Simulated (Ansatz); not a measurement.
# Hf2TiN3: one candidate of a structure search, part 2 of 2

Where does this trial cell of Hf2TiN3 go when cell and atoms are let free, and does the end survive a random kick?

Ansatz 0.2.0; DFT PBE, scalar-relativistic, plane waves, PAW. Earlier steps stand in the parts before.

## Step 7: Random kick, then relaxation

Atoms are moved at random (σ = 0.1 Å a coordinate) and the cell is strained at random (σ = 1.5 % a component).

File input.yaml:

```yaml
crystal:
  lattice:
    - [3.0895008626, -0.0235903204, 0.0219357188]
    - [-1.5651802984, 2.7290978835, -0.0202909468]
    - [0.1137414633, -0.0558208001, 15.9522917652]
  atoms:
    - { symbol: Hf, position: [0.722995238, 0.3722387576, 0.0841237268] }
    - { symbol: Hf, position: [0.705106598, 0.3880061129, 0.4252346839] }
    - { symbol: Hf, position: [0.291883543, 0.6457521613, 0.9108754955] }
    - { symbol: Hf, position: [0.3695290139, 0.7065363788, 0.5906787609] }
    - { symbol: Ti, position: [0.6391363217, 0.2811112352, 0.7512508517] }
    - { symbol: Ti, position: [0.2729449617, 0.6028729305, 0.2502482057] }
    - { symbol: "N", position: [-0.0114465073, 0.0152408355, 0.8259869361] }
    - { symbol: "N", position: [0.0250476623, 0.0226001996, 0.1761109625] }
    - { symbol: "N", position: [-0.060214314, -0.0790009576, 0.4990692356] }
    - { symbol: "N", position: [0.0321269598, 0.0157976687, -0.0073806887] }
    - { symbol: "N", position: [0.0080199789, -0.0053603757, 0.3364427911] }
    - { symbol: "N", position: [0.004870544, 0.0342050532, 0.6573590391] }
basis:
  ecutwfc: 420
kpoints:
  mp_grid: { grid: [12, 12, 2] }
hamiltonian:
  xc: pbe
scf:
  occupations: { method: gaussian, width: 0.2 }
  lower_state_search: "off"
output:
  forces: true
  stress: true
  eigenvalues: true
relax:
  adjacent_minimum: "off"
  f_tol: 0.025
  max_steps: 60
  cell: { stress_tol: 0.25 }
```

On the command line:

```console
$ ansatz run input.yaml --threads 4 --pin off --max-ram 8192MiB --backend cpu --events-out ev --progress --plain --runs-dir out
```

Standard output:

```text
Warning: RAYON_NUM_THREADS=4 ignored (pool sized by the plan → 4); use --threads N
Engine: ansatz 0.2.0, x86_64-unknown-linux-gnu
Pseudopotentials: kind: paw
Pseudopotential: Hf, paw, valence charge 26, recommended cutoff 420 eV (normal), Hf.paw.azcp
Pseudopotential: Ti, paw, valence charge 12, recommended cutoff 420 eV (normal), Ti.paw.azcp
Pseudopotential: N, paw, valence charge 5, recommended cutoff 420 eV (normal), N.paw.azcp
Functional definition: PBE
  parameter kappa = 0.804
  parameter beta = 0.06672455060314922
  exchange = pbe_x(kappa = kappa, mu = beta*pi^2/3)
  correlation = pbe_c(beta = beta)
Crystal: 12 atoms, lattice volume = 133.905 Å³
Basis set: ecut = 420 eV, 2597 PW (Γ), exchange–correlation on 48×48×216 points (8 copies of the dense FFT grid, shifted against one another)
Bands: 95, of which v1, the nominal top of the filled ones, is band 79 counted from 1 (78 counted from 0)
Symmetry: 1 space group operations
Space group: P1 (ITA 1), of the structure as read, at distance tolerance 5.1e-5 Å
k-points: 148 of 288 (time reversal used)
Non-local potential: Hf, projectors of the file, l = 0: 3, l = 1: 2, l = 2: 2, l = 3: 3
Non-local potential: Ti, projectors of the file, l = 0: 3, l = 1: 2, l = 2: 3, l = 3: 1
Non-local potential: N, projectors of the file, l = 0: 2, l = 1: 2, l = 2: 1
PAW form: soft (Blöchl's): semilocal exchange-correlation on the pseudo side does not see the compensation charge
PAW one-centre angular grid: Hf, 590 points (default); XC on 64 Gauss nodes
PAW one-centre angular grid: Ti, 590 points (default); XC on 64 Gauss nodes
PAW one-centre angular grid: N, 110 points (default); XC on 64 Gauss nodes
Initial density: superposition of atomic densities (neutral atoms: chi_scale 0, normalization atom), corrected by the library's trained network
Initial wavefunctions: pseudopotential atomic-orbital guess
Functional: x = pbe(κ = 0.804, μ = 0.2195149727645171), c = pbe(β = 0.06672455060314922)
SCF iter   1: F=—  HF=-70205.356748 eV  |F-HF|=—  |Δ(HF+E_count)|=         —  Δρ=8.60e-3  dr2=1.17e0  ethr=1.77e-3  ⟨swp⟩=4.2  Hψ=42675  notcnv=0
preconditioner: auto → Kerker (q_TF=auto, 2.805 Å⁻¹)  [metal: Δε(μ)=0.010 eV  Ē_g=17.410 eV  σ=0.200 eV  W_gap=0.03  n_scr=60 (ndim 8)  ℏωp=38.8 eV  f_vac=0.000  D(μ)=4.16/eV (n_scr^D=26)]
SCF iter   2: F=—  HF=-70205.334268 eV  |F-HF|=—  |Δ(HF+E_count)|=   2.25e-2  Δρ=4.89e-3  dr2=5.81e-1  ethr=7.40e-4  ⟨swp⟩=1.0  Hψ=16280  notcnv=0
SCF iter   3: F=—  HF=-70205.317313 eV  |F-HF|=—  |Δ(HF+E_count)|=   1.70e-2  Δρ=1.40e-3  dr2=3.94e-2  ethr=3.68e-4  ⟨swp⟩=1.0  Hψ=13089  notcnv=0
SCF iter   4: F=—  HF=-70205.315442 eV  |F-HF|=—  |Δ(HF+E_count)|=   1.87e-3  Δρ=1.13e-3  dr2=4.23e-3  ethr=2.49e-5  ⟨swp⟩=2.0  Hψ=17274  notcnv=0
SCF iter   5: F=—  HF=-70205.314086 eV  |F-HF|=—  |Δ(HF+E_count)|=   1.36e-3  Δρ=5.67e-4  dr2=1.04e-3  ethr=2.68e-6  ⟨swp⟩=2.3  Hψ=22801  notcnv=0
SCF iter   6: F=—  HF=-70205.313955 eV  |F-HF|=—  |Δ(HF+E_count)|=   1.31e-4  Δρ=1.45e-4  dr2=4.52e-5  ethr=6.57e-7  ⟨swp⟩=2.0  Hψ=18204  notcnv=0
SCF iter   7: F=—  HF=-70205.313964 eV  |F-HF|=—  |Δ(HF+E_count)|=   8.42e-6  Δρ=5.37e-5  dr2=6.58e-6  ethr=2.86e-8  ⟨swp⟩=2.0  Hψ=25337  notcnv=0
SCF iter   8: F=—  HF=-70205.313959 eV  |F-HF|=—  |Δ(HF+E_count)|=   5.30e-6  Δρ=3.21e-5  dr2=2.46e-6  ethr=4.16e-9  ⟨swp⟩=3.0  Hψ=25867  notcnv=0
SCF iter   9: F=—  HF=-70205.313956 eV  |F-HF|=—  |Δ(HF+E_count)|=   2.40e-6  Δρ=1.19e-5  dr2=5.56e-7  ethr=1.56e-9  ⟨swp⟩=3.0  Hψ=25531  notcnv=0
SCF iter  10: F=—  HF=-70205.313956 eV  |F-HF|=—  |Δ(HF+E_count)|=   4.08e-8  Δρ=4.67e-6  dr2=1.12e-7  ethr=3.52e-10  ⟨swp⟩=2.0  Hψ=24811  notcnv=0
SCF iter  11: F=-70205.313956 eV  HF=-70205.313956 eV  |F-HF|=1.75e-8  |Δ(HF+E_count)|=   1.97e-8  Δρ=1.73e-6  dr2=1.49e-8  ethr=6.33e-11  ⟨swp⟩=9.5  Hψ=52241  notcnv=0
SCF 1 converged in 11 iterations: F = -70205.313956 eV  dr2 = 1.49e-8
relax step   1: F+E_penalty+E_count = -70205.31395613 eV  Δ(F+E_penalty+E_count) = +0.000e0 eV  max|allowed force component| = 5.706e0 eV/Å  Δτ_max = 0.0000 Å  P = +8.847 GPa  Ω = 133.905 Å³  (11 SCF iters, dr2 threshold 1.00e-7 eV, accepted)
[... 16 lines left out ...]
relax step   2: F+E_penalty+E_count = -70207.11419406 eV  Δ(F+E_penalty+E_count) = -1.800e0 eV  max|allowed force component| = 2.344e0 eV/Å  Δτ_max = 0.1948 Å  P = +0.483 GPa  Ω = 134.452 Å³  energy of the carried Pulay correction = -1.625e-3 eV  (10 SCF iters, dr2 threshold 1.20e-6 eV, accepted)
[... 14 lines left out ...]
relax step   3: F+E_penalty+E_count = -70207.93379859 eV  Δ(F+E_penalty+E_count) = -8.196e-1 eV  max|allowed force component| = 6.285e-2 eV/Å  Δτ_max = 0.1434 Å  P = -0.830 GPa  Ω = 133.653 Å³  energy of the carried Pulay correction = +7.519e-4 eV  (10 SCF iters, dr2 threshold 1.20e-6 eV, accepted)
[... 12 lines left out ...]
relax step   4: F+E_penalty+E_count = -70207.93907629 eV  Δ(F+E_penalty+E_count) = -5.278e-3 eV  max|allowed force component| = 5.976e-3 eV/Å  Δτ_max = 0.0049 Å  P = -0.233 GPa  Ω = 133.334 Å³  energy of the carried Pulay correction = +1.704e-3 eV  (7 SCF iters, dr2 threshold 1.20e-6 eV, accepted)
[... 12 lines left out ...]
relax step   5: F+E_penalty+E_count = -70207.93972938 eV  Δ(F+E_penalty+E_count) = -6.531e-4 eV  max|allowed force component| = 6.232e-3 eV/Å  Δτ_max = 0.0011 Å  P = +0.071 GPa  Ω = 133.173 Å³  energy of the carried Pulay correction = +2.184e-3 eV  (6 SCF iters, dr2 threshold 5.24e-7 eV, accepted)
[... 11 lines left out ...]
relax step   6: F+E_penalty+E_count = -70207.93853264 eV  Δ(F+E_penalty+E_count) = +1.197e-3 eV  max|allowed force component| = 6.372e-3 eV/Å  Δτ_max = 0.0000 Å  P = +0.063 GPa  Ω = 133.173 Å³  stress off target by 1.90e-1 GPa  SCF on the basis re-selected at this cell (its energy is not comparable with the rows above)  (6 SCF iters)
basis re-selected at this cell: Δ(F+E_penalty+E_count) = +1.197e-3 eV, ΔP = -0.009 GPa vs the last step (what re-selecting the basis moved, of the pressure what is left beyond the Pulay correction that the steps carried, after the strain that the cell walked since its last selection, with what the two solves' SCF thresholds leave and, on support functions, any second-order correction that the steps lacked; it is no measure of the basis error at this ecutwfc). This SCF's stress stands 1.90e-1 GPa from its target on what of the cell is left free (relax.cell.stress_tol is 2.50e-1 GPa) and its largest allowed force component is 6.37e-3 eV/Å (relax.f_tol is 2.50e-2 eV/Å): within both
SCF converged after 6 iterations
Free energy (F): -70207.938533 eV
Harris-Foulkes:  -70207.938533 eV  (|F-HF|=3.64e-10)
Internal energy: -70207.865511 eV  (E = F + TS)
E sigma→0 (E₀):  -70207.902022 eV
Entropy (-TS):   -0.073021 eV (-6.085 meV/atom)
Fermi energy:    20.915160 eV
--- Per-component energies (eV) ---
  E_band       = 386.763272
  E_kinetic    = 3034.984942
  E_local      = -23246.265007  (includes V_loc(G=0)·N_el)
  E_nonlocal   = -4690.163874
  E_hartree    = 10915.070853
  E_xc         = -1765.074485
  E_vxc        = -1780.612474  (∫ρ·V_xc dr)
  E_paw        = -30567.414933  (= ΣΔE_a)
  E_vpaw       = 5238.678182  (= ΣTr[D̂ρ^β])
  E_aug_tail   = 0.000806  (compensation charges beyond the density's cutoff)
  E_ewald      = -23889.003814
  E_smearing   = -0.073021  (= −TS)
  E_closure    = 0.000000  (closes the sum)
  Σ components = -70207.938533   (vs F -70207.938533, Δ=0.00e0)
--- Forces (eV/Å), atoms counted from 1 ---
  atom   1  Hf    -0.00003073    -0.00017259    -0.00622308
  atom   2  Hf     0.00025845     0.00027653     0.00637149
  atom   3  Hf     0.00007559    -0.00051163     0.00561077
  atom   4  Hf    -0.00053120    -0.00060204    -0.00594483
  atom   5  Ti     0.00006286     0.00029521    -0.00004111
  atom   6  Ti    -0.00004651    -0.00024058    -0.00006503
  atom   7  N     -0.00065133     0.00060599     0.00323164
  atom   8  N      0.00081073    -0.00013955    -0.00360635
  atom   9  N      0.00011574     0.00004068    -0.00038102
  atom  10  N     -0.00013934     0.00023293     0.00049929
  atom  11  N     -0.00077537     0.00025501     0.00324100
  atom  12  N      0.00085113    -0.00003995    -0.00269516
  max |Σ_I F_I| component: 2.41e-6 eV/Å
--- Stress (GPa, compression-positive) ---
        0.047220       0.042120      -0.037950
        0.042120      -0.039228       0.016361
       -0.037950       0.016361       0.180277
  P = ⅓ Tr σ = 0.0628 GPa (0.628 kbar)
--- Band table (eV; the first three rows and the last of 148) ---
  k-point 0: bands = ["-41.2764", "-41.2764", "-41.2553", "-41.2552", "-36.7882", "-36.7882", "-13.1641", "-13.1628", "-12.8598", "-12.8598", "-12.8594", "-12.8594", "-10.4305", "-10.4080", "-10.0202", "-9.9978", "-9.6435", "-9.6434", "-9.6430", "-9.6429", "-9.6189", "-9.6188", "-9.6185", "-9.6184", "4.0318", "4.4404", "4.7691", "5.8448", "5.9923", "6.7571", "8.7915", "8.7938", "8.8124", "8.8125", "8.8127", "8.8129", "8.8129", "8.8212", "8.8331", "8.8376", "8.8376", "8.8378", "8.8379", "8.8415", "8.8779", "8.8779", "8.8781", "8.8782", "8.8787", "8.8828", "8.8828", "8.8834", "8.8834", "8.9149", "8.9283", "8.9284", "8.9291", "8.9291", "12.6948", "13.8559", "14.2392", "16.5149", "16.5183", "16.6432", "16.6461", "16.7017", "16.7045", "16.7830", "16.9683", "17.2091", "17.2109", "17.2548", "17.2560", "17.7408", "17.7409", "19.5767", "20.3190", "21.3792", "21.3836", "21.5610", "21.9521", "21.9543", "22.0969", "22.0993", "22.2380", "22.2404", "22.4100", "22.4116", "22.9642", "22.9957", "23.0291", "23.0337", "23.2668", "23.4103", "23.7132"]
[... 3 lines left out ...]
--- Relaxed structure (5 steps of the walk, 5 accepted, 1 SCFs on fresh bases) ---
  F+E_penalty+E_count = -70207.93853264 eV   max|allowed force component| = 6.372e-3 eV/Å   (the final SCF, on the basis selected at the relaxed cell)
  cell:  # Å, volume = 133.1735 Å³
    - [3.095544850542609, -0.0003645139029450862, 0.0006517464787258002]
    - [-1.5480883060124957, 2.681654263341283, -0.0005740170320042322]
    - [0.0034120609020797388, -0.001482636793083865, 16.043807849942766]
  atoms:
    - { symbol: Hf, position: [0.6666239773775485, 0.3333751715876643, 0.08609110418654857] }
    - { symbol: Hf, position: [0.6667049156083849, 0.33329979918281016, 0.4139091395660647] }
    - { symbol: Hf, position: [0.3333796376414368, 0.6666429551652847, 0.9139116668845823] }
    - { symbol: Hf, position: [0.3333152855171258, 0.6667138574366253, 0.5860886306450265] }
    - { symbol: Ti, position: [0.6665853153479171, 0.33325389873317673, 0.7499993221176507] }
    - { symbol: Ti, position: [0.3334040779995244, 0.6667333167443339, 0.2500011490080293] }
    - { symbol: N, position: [5.944876748987301e-5, -7.471594672142098e-5, 0.8292183215418597] }
    - { symbol: N, position: [-7.723300757947314e-5, 5.9657427600699384e-5, 0.1707834413396009] }
    - { symbol: N, position: [5.1412453951448075e-6, 4.072308932404273e-6, 0.5000002836560761] }
    - { symbol: N, position: [6.325825740336784e-7, 6.382446675002758e-8, -6.928450242849307e-7] }
    - { symbol: N, position: [7.864867588972647e-5, -4.339832698106475e-5, 0.3292190389738527] }
    - { symbol: N, position: [-7.98477557070054e-5, 3.532186280692063e-5, 0.670778595125731] }
```

Run time: 5.3 min. Hardware: 4 threads of Intel Xeon Platinum 8375C at 2.90GHz (Ice Lake), shared host; peak memory 1.7 GiB.

Step by step:

```csv
step,energy from step 1 (eV/cell),largest force component (eV/Å),pressure (GPa),volume (Å³)
1,0.0000,5.7056,8.85,133.91
2,-1.8002,2.3437,0.48,134.45
3,-2.6198,0.0628,-0.83,133.65
4,-2.6251,0.0060,-0.23,133.33
5,-2.6258,0.0062,0.07,133.17
6,-2.6246,0.0064,0.06,133.17
```

Step 1 is the start. Step 6 repeats the geometry before it on a plane-wave basis chosen anew for that cell, so its energy need not be comparable with the rows above.

|  | before | after | change |
| --- | --- | --- | --- |
| a (Å) | 3.090 | 3.096 | +0.2 % |
| b (Å) | 3.146 | 3.096 | -1.6 % |
| c (Å) | 15.953 | 16.044 | +0.6 % |
| α (°) | 90.75 | 90.02 | -0.8 % |
| β (°) | 89.18 | 89.98 | +0.9 % |
| γ (°) | 120.27 | 120.00 | -0.2 % |
| volume (Å³/atom) | 11.16 | 11.10 | -0.5 % |
| shortest distance (Å) | 1.863 | 2.192 | +17.7 % |
| space group (0.01 Å) | P1 | P6_3/mmc | changed |

Change from the reference: 0.0 meV/atom, -0.0 % in volume. At a tolerance of 0.1 Å, which suits this loose relaxation, its space group is P6_3/mmc.

## Step 8: What came out

The summary covers parts 1 to 2.

| quantity | value |
| --- | --- |
| symmetry at the end (tolerance 0.05 Å) | space group P6_3/mmc (No. 194) |
| conventional cell | a = 3.095 Å, b = 3.095 Å, c = 16.050 Å, α = 90.00°, β = 90.00°, γ = 120.00° |
| volume | 11.10 Å³/atom |
| energy over the elements (uncorrected; H, N, O, F and Cl as molecules) | -1.59 eV/atom |
| gap on the mesh | none (metal) |

**Reading.** The space group P6_3/mmc (No. 194) is kept, at nearly the size of the first guess. A negative formation energy is needed for stability but isn't enough; other structures and compounds were not set against it here. The kicked cell came back to the same energy, so the end is stable against the distortions that fit this cell and this draw; modes that don't fit the cell aren't tested. Spin-orbit coupling is left out for Hf. Other magnetic orders were not searched.
